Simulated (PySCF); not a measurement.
# BrCl3Si: the cost of one run

Programs: PySCF 2.14.0, with routines of our own; each step states its level. All values are computed. Atoms count from 0.

### 1 The system as given

5 atoms, charge 0, multiplicity 1; geometry from: GFN2-xTB.

### 2 Relaxing the molecule at PBE0-D3(BJ)/def2-SVP

What the job is given:

```
{"job": {"xc": "PBE0", "basis": "def2-SVP", "d3": "d3bj", "grid": 1, "maxiter": 30, "shake": 0.01, "kind": "geom"}, "charge": 0, "multiplicity": 1}
Cl    -0.547280    -1.473650    -1.305860
Si    -0.063880     0.007790    -0.027120
Cl    -0.079980     1.800140    -0.949660
Cl    -1.256020     0.027240     1.561530
Br     1.980740    -0.395490     0.683210
```

Launch:

```bash
> OMP_NUM_THREADS=1 python heavy_run.py task.json out
```

This one command runs all jobs of the session in turn.

Q: Estimate the wall time and peak memory of this first job on 1 thread of Arm Neoverse V2, shared host.

About 36 s, with a peak of 0.48 GiB.
